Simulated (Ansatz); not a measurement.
# CH5BFIn: one species, many methods

An exercise on one series of results from a longer session: the logs are not shown, and one member is left open.

The runs use Ansatz 0.2.0, Gaussian basis; functionals in def2-TZVPP, the program's frozen cores in correlated methods.

The runs, in order: LDA (SPW92), PBE-D4, revPBE-D4, BLYP-D4, r2SCAN-D4, B97M-V, PBE0-D4, B3LYP-D4, r2SCANh-D4, r2SCAN0-D4, HSE06-D4, BHLYP-D4, CAM-B3LYP-D4, LC-ωPBE, ωB97X-V, ωB97M-V, B2PLYP, PBE-QIDH; CCSD(T)/def2-SVP; CCSD(T)/def2-TZVPP; MP2/def2-QZVPP; extrapolation to the limit; RPA on PBE.

**Structure used throughout**

An earlier PBE0-D4 in a triple-zeta def2 set relaxation fixed the geometry. In takes the def2 core potential; no spin-orbit term is included.

SMILES `[BH2][InH][CH2]F`, 9 atoms, charge 0, spin multiplicity 1.

Atoms are counted from 1 here; the program's logs count them from 0.

Bond lengths: B1–In2 2.235 Å, B1–H5 1.198 Å, B1–H6 1.198 Å, In2–C3 2.191 Å, In2–H7 1.729 Å, C3–F4 1.390 Å, C3–H8 1.095 Å, C3–H9 1.095 Å. Angles: In2–B1–H5 121.9°, In2–B1–H6 121.9°, H5–B1–H6 116.2°, B1–In2–C3 122.5°, B1–In2–H7 124.5°, C3–In2–H7 113.0°, In2–C3–F4 111.9°, In2–C3–H8 110.8°, In2–C3–H9 110.8°, F4–C3–H8 107.9°, F4–C3–H9 107.9°, H8–C3–H9 107.4°.

The first run:

Contents of in.yaml:

```yaml
crystal:
  periodic: [false, false, false]
  atoms:
    - {symbol: B, position_ang: [-0.943250, 1.784636, -0.905933]}
    - {symbol: In, position_ang: [0.614197, 0.253822, -0.430930]}
    - {symbol: C, position_ang: [0.239676, -1.424715, 0.926802]}
    - {symbol: F, position_ang: [1.356155, -2.242521, 1.059340]}
    - {symbol: H, position_ang: [-1.701349, 1.652602, -1.823540]}
    - {symbol: H, position_ang: [-1.071711, 2.780692, -0.253623]}
    - {symbol: H, position_ang: [2.218101, 0.254326, -1.075798]}
    - {symbol: H, position_ang: [-0.588966, -2.041602, 0.562675]}
    - {symbol: H, position_ang: [-0.034253, -1.063640, 1.924009]}
basis:
  gaussian: {orbitals: def2-TZVPP}
hamiltonian: {xc: lda}
output: {orbitals: {seedname: orbitals}}
```

Steps of the session up to this table: LDA; PBE-D4 (GGA); revPBE-D4 (GGA); BLYP-D4 (GGA); r2SCAN-D4 (meta-GGA); B97M-V (meta-GGA); PBE0-D4 (hybrid); B3LYP-D4 (hybrid); r2SCANh-D4 (hybrid); r2SCAN0-D4 (hybrid); HSE06-D4 (hybrid); BHLYP-D4 (hybrid); CAM-B3LYP-D4 (range-separated); LC-ωPBE (range-separated); ωB97X-V (range-separated); ωB97M-V (range-separated); B2PLYP (double hybrid); PBE-QIDH (double hybrid).

One of the session's tables, all rows but one given; the rest of the session is left out.

It belongs to the step «Orbital energies across the functionals». 

| functional | HOMO (eV) | LUMO (eV) | gap (eV) |
| --- | --- | --- | --- |
| LDA (SPW92) | -6.00 | -3.60 | 2.40 |
| PBE-D4 | -5.82 | -3.33 | 2.49 |
| revPBE-D4 | -5.75 | -3.22 | 2.53 |
| BLYP-D4 | ? | ? | ? |
| r2SCAN-D4 | -6.04 | -3.00 | 3.03 |
| B97M-V | -6.10 | -3.11 | 2.99 |
| PBE0-D4 | -6.99 | -2.40 | 4.59 |
| B3LYP-D4 | -6.80 | -2.61 | 4.18 |
| r2SCANh-D4 | -6.48 | -2.69 | 3.79 |
| r2SCAN0-D4 | -7.15 | -2.22 | 4.93 |
| HSE06-D4 | -6.60 | -2.78 | 3.82 |
| BHLYP-D4 | -8.09 | -1.41 | 6.67 |
| CAM-B3LYP-D4 | -8.30 | -1.34 | 6.96 |
| LC-ωPBE | -9.59 | -0.15 | 9.43 |
| ωB97X-V | -9.24 | -0.27 | 8.98 |
| ωB97M-V | -9.13 | -0.54 | 8.59 |

**Question.** Estimate the row for BLYP-D4.

Worked estimate for «HOMO (eV)». Against the share of exact exchange, B3LYP-D4 (0.2, -6.80), BHLYP-D4 (0.5, -8.09) give a slope of -4.30 per unit share; at 0 the line stands at -5.94.

As computed: HOMO (eV): -5.70; LUMO (eV): -3.17; gap (eV): 2.52. In «HOMO (eV)» the line misses by -0.24.
